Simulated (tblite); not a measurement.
# C4H13BSi2: the cost of one run

Programs: tblite 0.8.0 and PySCF 2.14.0, with density-fitted response routines of our own. Each step states its level of theory. These are calculated values for one molecule in the gas phase, unless marked as measured. Atoms count from 0, in the outputs and in this text.

## Step 1: Starting geometry

20 atoms, charge 0, multiplicity 1; geometry from: force field or distance geometry start.

Bonds of the start (Å): C0–C1 1.33, C1–Si2 1.85, Si2–C3 1.86, C3–B4 1.61, B4–C5 1.59, C5–Si6 1.88, C0–H7 1.08, C0–H8 1.09, C1–H9 1.09, Si2–H10 1.46, Si2–H11 1.48, C3–H12 1.09, C3–H13 1.11, B4–H14 1.18, C5–H15 1.10, C5–H16 1.11, Si6–H17 1.47, Si6–H18 1.46, Si6–H19 1.48.

## Step 2: Geometry optimisation with GFN2-xTB

Job settings and geometry (Å):

```
{"job": {"kind": "relax", "xc": "GFN2-xTB", "basis": "xTB"}, "charge": 0, "multiplicity": 1}
C     -3.310800     0.249600     0.961700
C     -2.236500     1.026300     0.997400
Si    -1.097900     1.168600    -0.448500
C     -0.409400    -0.494100    -0.914200
B      0.446900    -1.079800     0.313400
C      1.997500    -1.378300     0.147600
Si     2.956100     0.220900    -0.063700
H     -3.568200    -0.301500     0.071300
H     -3.960600     0.173400     1.832000
H     -1.998200     1.569900     1.916700
H     -0.007800     2.088200    -0.129200
H     -1.867000     1.703500    -1.592000
H      0.223700    -0.392300    -1.797300
H     -1.235700    -1.200800    -1.135600
H     -0.096100    -1.331600     1.325800
H      2.168100    -2.031300    -0.717200
H      2.369700    -1.889500     1.065300
H      4.389500    -0.087500    -0.166000
H      2.507700     0.908500    -1.274600
H      2.724000     1.088400     1.108700
```

Run with:

```
$ OMP_NUM_THREADS=1 python probes_run.py task.json out
```

The driver reads the jobs from task.json and runs them one after another.

Q: Estimate the wall time and peak memory of this first job on 1 thread of Arm Neoverse N1, shared host.

About 2.5 s, with a peak of 0.18 GiB.
